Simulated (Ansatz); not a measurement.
This script drives the Ansatz DFT code, driven from Python.

`ysc_pipeline.py`
```python
'''From the given cell of YSc to a relaxed cell, its gap and its density of states.'''

import warnings

import ansatz as az
from ase import Atoms
import numpy as np


def count_gap(report):
    # lowest empty less highest filled band, counting bands; zero where they overlap
    return max(report.get('gap_by_band_count_ev') or 0.0, 0.0)


def with_settings(crystal, spacing):
    return (
        crystal.calculation()
        .occupations('cold', width=0.02)
        .basis(470)
        .functional(az.Functional.LDA)
        .kpoints(spacing=spacing)
    )


def main() -> None:
    warnings.simplefilter('ignore', az.DeckWarning)

    atoms = Atoms(
        ['Y', 'Sc'],
        scaled_positions=[
            [0.0, 0.0, 0.0],
            [1 / 3, 2 / 3, 0.5],
        ],
        cell=[
            [3.520166, 0.0, 0.0],
            [-1.760083, 3.048553, 0.0],
            [0.0, 0.0, 5.404116],
        ],
        pbc=True,
    )
    cell = az.Crystal.from_ase(atoms)

    relaxed = with_settings(cell, 0.34).relax(cell=True, force_tolerance=0.01, max_steps=40).checkpoint(write='relax.run').run()
    cell = np.asarray(relaxed.lattice.cell_ang)
    print('relaxed edges (A):', np.linalg.norm(cell, axis=1).round(4), ' volume:', round(abs(np.linalg.det(cell)), 3), 'A^3')
    for site in relaxed.lattice.sites:
        print(' ', site.symbol, np.round(site.position_frac, 4) + 0.0)

    final = az.Crystal.from_checkpoint('relax.run')
    res = with_settings(final, 0.26).functional('lda').stress().band_table().density_of_states(energy_step=0.05).run()
    rep = res.report
    dos = res.density_of_states()
    print(f'pressure at the relaxed cell {np.trace(rep["stress_gpa"]) / 3:.3f} GPa, gap by band count {count_gap(rep):.3f} eV')
    if count_gap(rep) == 0:
        print('states/eV at the Fermi level:', round(float(np.interp(dos.fermi_ev, dos.energies_ev, dos.spin_summed_g_bin_mean_per_ev)), 3))


if __name__ == '__main__':
    main()
```

It is started by `python ysc_pipeline.py`. How long does it take on 1 thread of Arm Neoverse N1, with other jobs on the host, and how much memory does it need?

It took about 23 s, with a peak of 0.44 GiB, for 2 runs of the engine.

```console
$ python ysc_pipeline.py
relaxed edges (A): [3.4    3.4    5.2503]  volume: 52.564 A^3
  Y [0. 0. 0.]
  Sc [0.3333 0.6667 0.5   ]
pressure at the relaxed cell -0.128 GPa, gap by band count 0.000 eV
states/eV at the Fermi level: 4.46
```

Reading the output:
- The settings weren't tested for convergence.
- The mesh is modest for a metal, so energies can be off by several to tens of meV an atom and pressures by half a GPa or more; differences at equal mesh fare better.
- The zero of the levels is a convention of the potentials, so an absolute Fermi energy is no work function.
- A gap by band count of zero or less means overlapping bands, a metal.
- The structure comes from a database of computed cells and needn't be a stable or known phase.
- Gaps and levels are Kohn-Sham values on a finite set of k-points, without spin-orbit coupling.
- Where the second run takes another functional or mesh than the relaxation, its pressure isn't zero; pressure is positive in compression.
- The computed bands are complete only to about 1.7 eV above the Fermi level; beyond that the density of states is undercounted.
